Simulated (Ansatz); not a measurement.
# CH₅AsS: one species, many methods

The task here is to estimate one member of a computed series from the others.

Computed with Ansatz 0.2.0, Gaussian basis. Level: functionals in def2-TZVPP, the program's frozen cores in correlated methods.

Levels to be run: LDA (SPW92), PBE-D4, revPBE-D4, BLYP-D4, r2SCAN-D4, B97M-V, PBE0-D4, B3LYP-D4, r2SCANh-D4, r2SCAN0-D4, HSE06-D4, BHLYP-D4, CAM-B3LYP-D4, LC-ωPBE, ωB97X-V, ωB97M-V, B2PLYP, PBE-QIDH; CCSD(T)/def2-SVP; CCSD(T)/def2-TZVPP; MP2/def2-QZVPP; extrapolation to the limit; RPA on PBE.

### The geometry

The geometry comes from an earlier relaxation with PBE0-D4 in a triple-zeta def2 set; it is a stationary point, not always the lowest conformer.

SMILES `CS[AsH2]`, 8 atoms, charge 0, spin multiplicity 1.

Atoms are counted from 1 here; the program's logs count them from 0.

Bond lengths: C1–S2 1.810 Å, C1–H4 1.090 Å, C1–H5 1.089 Å, C1–H6 1.091 Å, S2–As3 2.233 Å, As3–H7 1.524 Å, As3–H8 1.524 Å. Angles: S2–C1–H4 111.5°, S2–C1–H5 111.5°, S2–C1–H6 106.0°, H4–C1–H5 110.0°, H4–C1–H6 108.8°, H5–C1–H6 108.8°, C1–S2–As3 99.1°, S2–As3–H7 96.4°, S2–As3–H8 96.3°, H7–As3–H8 91.8°.

The first run:

in.yaml

```yaml
crystal:
  periodic: [false, false, false]
  atoms:
    - {symbol: C, position_ang: [-0.755158, 1.116455, -0.422606]}
    - {symbol: S, position_ang: [-0.246729, 0.110352, 0.993412]}
    - {symbol: As, position_ang: [1.036562, -1.375842, -0.070794]}
    - {symbol: H, position_ang: [-1.316689, 0.529516, -1.148949]}
    - {symbol: H, position_ang: [0.099735, 1.588986, -0.905172]}
    - {symbol: H, position_ang: [-1.406230, 1.894347, -0.020738]}
    - {symbol: H, position_ang: [2.210153, -1.310713, 0.898916]}
    - {symbol: H, position_ang: [0.470456, -2.610203, 0.620031]}
basis:
  gaussian: {orbitals: def2-TZVPP}
hamiltonian: {xc: lda}
output: {orbitals: {seedname: orbitals}}
```

Among the steps run: LDA; PBE-D4 (GGA); revPBE-D4 (GGA); BLYP-D4 (GGA); r2SCAN-D4 (meta-GGA); B97M-V (meta-GGA); PBE0-D4 (hybrid); B3LYP-D4 (hybrid); r2SCANh-D4 (hybrid); r2SCAN0-D4 (hybrid); HSE06-D4 (hybrid); BHLYP-D4 (hybrid); CAM-B3LYP-D4 (range-separated); LC-ωPBE (range-separated); ωB97X-V (range-separated); ωB97M-V (range-separated); B2PLYP (double hybrid); PBE-QIDH (double hybrid).

One table of the session follows, with a row left open; its other results are not shown here.

It belongs to the step «Frontier levels by functional». 

| functional | HOMO (eV) | gap (eV) |
| --- | --- | --- |
| LDA (SPW92) | -5.59 | 4.02 |
| PBE-D4 | -5.50 | 4.16 |
| revPBE-D4 | -5.47 | 4.22 |
| BLYP-D4 | -5.34 | 4.12 |
| r2SCAN-D4 | -5.76 | 4.62 |
| B97M-V | -5.86 | 4.78 |
| PBE0-D4 | -6.73 | 6.25 |
| B3LYP-D4 | ? | ? |
| r2SCANh-D4 | -6.21 | 5.39 |
| r2SCAN0-D4 | -6.89 | 6.53 |
| HSE06-D4 | -6.33 | 5.48 |
| BHLYP-D4 | -7.81 | 8.27 |
| CAM-B3LYP-D4 | -8.04 | 8.61 |
| LC-ωPBE | -9.44 | 11.16 |
| ωB97X-V | -9.09 | 10.69 |
| ωB97M-V | -8.92 | 10.35 |

Q: Estimate the row for B3LYP-D4 from the others.

Worked estimate for «HOMO (eV)». Against the share of exact exchange, BLYP-D4 (0, -5.34), BHLYP-D4 (0.5, -7.81) give a slope of -4.94 per unit share; at 0.2 the line stands at -6.33.

The run gave: HOMO (eV): -6.49; gap (eV): 5.79. In «HOMO (eV)» the line misses by +0.16.
